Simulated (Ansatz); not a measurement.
**BClFH₃O₂ (built from SMILES Cl.OB(O)F): search for a transition state**

Wanted: the transition state of a four-centre ligand exchange (form B1–Cl6, F2–H5 and break B1–F2, H5–Cl6). The guess is relaxed with those distances held, a saddle search follows, and vibrations and two downhill relaxations check it.

Method: PBE0-D4, def2-SVP first, then def2-TZVP; program: Ansatz 0.2.0, Gaussian basis.

31 further runs of the same task are left out: 31 set aside as unsound or not needed.

## 1. Starting geometry

The guess: 8 atoms, charge 0, spin multiplicity 1.

Atoms are counted from 1 here; the program's logs count them from 0.

Bond lengths: B1–O3 1.321 Å, B1–O4 1.321 Å, O3–H7 0.955 Å, O4–H8 0.954 Å. Angles: O3–B1–O4 124.1°, B1–O3–H7 119.5°, B1–O4–H8 119.8°.

Coordinates:

```mol
BClFH3O2
  3D, bonds by distance, orders not assigned

  8  4  0  0  0  0  0  0  0  0999 V2000
   -0.2130   -0.2280   -0.2982 B   0  0
    1.3806    0.1927    0.0642 F   0  0
   -0.6064    0.3767   -1.4047 O   0  0
   -0.4343   -1.5034   -0.0333 O   0  0
    0.9944    0.8076    1.0191 H   0  0
   -0.6919    0.9700    1.4550 Cl  0  0
   -0.3018    1.2623   -1.5911 H   0  0
   -0.1276   -1.8778    0.7890 H   0  0
  1  3  8  0
  1  4  8  0
  3  7  8  0
  4  8  8  0
M  END
```

Distances that are to change: B1–Cl6 2.18 Å, F2–H5 1.20 Å, B1–F2 1.69 Å, H5–Cl6 1.75 Å.

## 2. Constrained relaxation of the guess

Contents of hold/in.yaml:

```yaml
crystal:
  periodic: [false, false, false]
  atoms:
    - {symbol: B, position_ang: [-0.213000, -0.228000, -0.298200]}
    - {symbol: F, position_ang: [1.380600, 0.192700, 0.064200]}
    - {symbol: O, position_ang: [-0.606400, 0.376700, -1.404700]}
    - {symbol: O, position_ang: [-0.434300, -1.503400, -0.033300]}
    - {symbol: H, position_ang: [0.994400, 0.807600, 1.019100]}
    - {symbol: Cl, position_ang: [-0.691900, 0.970000, 1.455000]}
    - {symbol: H, position_ang: [-0.301800, 1.262300, -1.591100]}
    - {symbol: H, position_ang: [-0.127600, -1.877800, 0.789000]}
basis:
  gaussian: {orbitals: def2-SVP}
hamiltonian: {xc: pbe0, dispersion: d4}
relax: {f_tol: 0.08, max_steps: 120, escape_saddle: false, constraints: [{distance: [0, 5]}, {distance: [1, 4]}, {distance: [0, 1]}, {distance: [4, 5]}]}
```

No record of the launch command was kept for these runs.

Further steps of the session: Saddle search in the small basis; Saddle search in triple zeta; Checking the order of the point; Relaxing after a step of 0.30 Å one way along the mode; Relaxing after a step of 0.30 Å the other way along the mode.

Before running it: what results should come out? Wanted: imaginary mode; barrier from the start side; barrier from the end side; energy of the step; pairs that change; zero-point energy at the saddle.

The runs gave:

| quantity | value |
| --- | --- |
| imaginary mode | 665i cm⁻¹ |
| barrier from the start side | 33.0 kcal/mol |
| barrier from the end side | 21.5 kcal/mol |
| energy of the step | +11.5 kcal/mol |
| pairs that change | B1–Cl6 formed, F2–H5 formed, B1–F2 broken, H5–Cl6 broken |
| zero-point energy at the saddle | 1.180 eV |

In words: One imaginary mode, 665i cm⁻¹, makes this a first-order saddle. Going downhill both ways gives the intended start and end. At PBE0-D4/def2-TZVP the electronic barrier is 33.0 kcal/mol, about 56 kT at 298 K, and the step runs 11.5 kcal/mol uphill. A step off the saddle overshot and began above it in energy, so the link to its end is likely but not proven. The ends are the nearest minima, not always the lowest complexes.
